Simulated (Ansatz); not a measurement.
# KMgF3 (Pm-3m): cell relaxations under several functionals, by script

Aim: cell relaxations under several functionals, for KMgF3 (Pm-3m), run from a script.

Program: Ansatz 0.2.0, driven from Python. The levels of theory stand in the script. These are calculated values, not measurements.

## (1) The structure

The structure is cubic, space group Pm-3m (No. 221). Conventional cell: a = 3.986 Å, b = 3.986 Å, c = 3.986 Å, α = 90.00°, β = 90.00°, γ = 90.00°. Around K (site symmetry m-3m) lie 12 F at 2.82 Å. Mg (site symmetry m-3m) is surrounded by 6 F at 1.99 Å. F (site symmetry 4/mmm) has 2 Mg at 1.99 Å and 4 K at 2.82 Å as nearest neighbours.

The script holds or builds the structure itself.

## (2) Script

The input, run_lattice.py:

```python
# -*- coding: utf-8 -*-
"""How the lattice of KMgF3 depends on the functional."""

import warnings

import ansatz as az
import numpy as np

def edges_and_angles(cell):
    cell = np.asarray(cell)
    a, b, c = np.linalg.norm(cell, axis=1)
    cosines = cell[1] @ cell[2] / (b * c), cell[0] @ cell[2] / (a * c), cell[0] @ cell[1] / (a * b)
    return (a, b, c, *np.degrees(np.arccos(cosines)))

warnings.simplefilter("ignore", az.DeckWarning)

structure = (
    az.Lattice.of((3.9859, 0.0, 0.0), (0.0, 3.9859, 0.0), (0.0, 0.0, 3.9859))
    .atom("K", (0.5, 0.5, 0.5))
    .atom("Mg", (0.0, 0.0, 0.0))
    .atom("F", (0.5, 0.0, 0.0))
    .atom("F", (0.0, 0.5, 0.0))
    .atom("F", (0.0, 0.0, 0.5))
)

base = (
    structure.calculation()
    .occupations("fixed")
    .kpoints(mesh=(6, 6, 6))
    .relax(cell=True, force_tolerance=0.02, max_steps=100)
)

levels = [("pbe", "d3bj"), ("rpbe", "none"), ("pbe", "d4"), ("lda", "none")]
print("level            a       b       c    alpha   beta  gamma  V/atom  steps")
for name, dispersion in levels:
    seen = []
    run = base.functional(name, dispersion=dispersion).session().plan()
    out = run.execute(on_event=lambda e: seen.append(e) if e["event"] == "relax_step" else None)
    cell = out.lattice.cell_ang
    label = name if dispersion == "none" else f"{name}+{dispersion}"
    print("{:13s} {:7.4f} {:7.4f} {:7.4f} {:6.2f} {:6.2f} {:6.2f}".format(label, *edges_and_angles(cell)), f"{abs(np.linalg.det(cell)) / len(out.lattice.sites):7.3f} {len(seen):5d}")
```

## (3) Launch

Launch:

```sh
$ python run_lattice.py
```

**Question.** Rank the levels of theory by the volume of the relaxed cell.

**Answer**, as computed:

```
       quantity                                value
  runs compared                                    4
 relaxed volume  11.94 (lda) to 14.16 Å³/atom (rpbe)
gap on the mesh      6.85 (run 2) to 7.44 eV (run 4)
```

What this shows: From smallest to largest: LDA (11.94 Å³ an atom, -5.7 % against the start), PBE+D3BJ (12.96 Å³ an atom, +2.3 % against the start), PBE+D4 (13.13 Å³ an atom, +3.6 % against the start) and RPBE (14.16 Å³ an atom, +11.8 % against the start). The spread is 18.6 % in volume. In run 1, over 3 moves the cell grew by 2.3 % in volume, and the space group stayed Pm-3m. In run 4, the volume shrank by 5.7 % over 4 moves, and the space group stayed Pm-3m. Forces vanish by symmetry, so the ions can't move, and the end may be a saddle.
